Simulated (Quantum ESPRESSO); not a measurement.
# HfIn4SiO6 in Quantum ESPRESSO: the effect of functional

Crystal: HfIn4SiO6.

```
Hf In Si O
1.0
     5.69867    0.00381    0.01559
    -0.70506    6.10815   -0.00575
    -2.73718   -1.39557    6.63076
Hf In Si O
1 4 1 6
Direct
  0.11793 0.01556 0.13292
  0.38842 0.99901 0.72891
  0.75865 0.00842 0.49586
  0.23461 0.48841 0.53300
  0.59649 0.48211 0.20528
  0.86778 0.44029 0.85544
  0.55316 0.38738 0.79290
  0.93454 0.38483 0.65596
  0.98414 0.26218 0.00347
  0.99083 0.69806 0.98452
  0.08665 0.06493 0.39374
  0.48680 0.10883 0.21799
```

The cell was built by a generator and needn't be a form met in nature.

Alike in all runs:

- Program: Quantum ESPRESSO 7.5
- Task: band structure
- Potentials or basis: SG15 PBE 1.2
- Cutoff: 1197 eV
- Density cutoff: 4789 eV
- k mesh: 3 × 3 × 2
- Occupations: fermi-dirac, width 0.05 eV
- Spin: no spin polarisation

Q: One run gave: gap on the mesh 0.91 eV; pressure -2.5 GPa; largest force 0.55 eV/Å. Which functional did it use?
A. r2SCAN
B. LDA
C. PBEsol

A: C.

```tsv
functional	gap on the mesh (eV)	pressure (GPa)	largest force (eV/Å)
LDA	0.91	-4.9	1.03
PBEsol	0.91	-2.5	0.55
r2SCAN	1.36	-3.7	0.58
```

Caveats: all runs use coarse meshes; the potentials were made for another functional, which shifts forces and pressure; spin-orbit coupling is left out, which moves the levels of the heavy elements.

A k mesh can miss the band edges.

Runs at the PBE level aren't shown here.
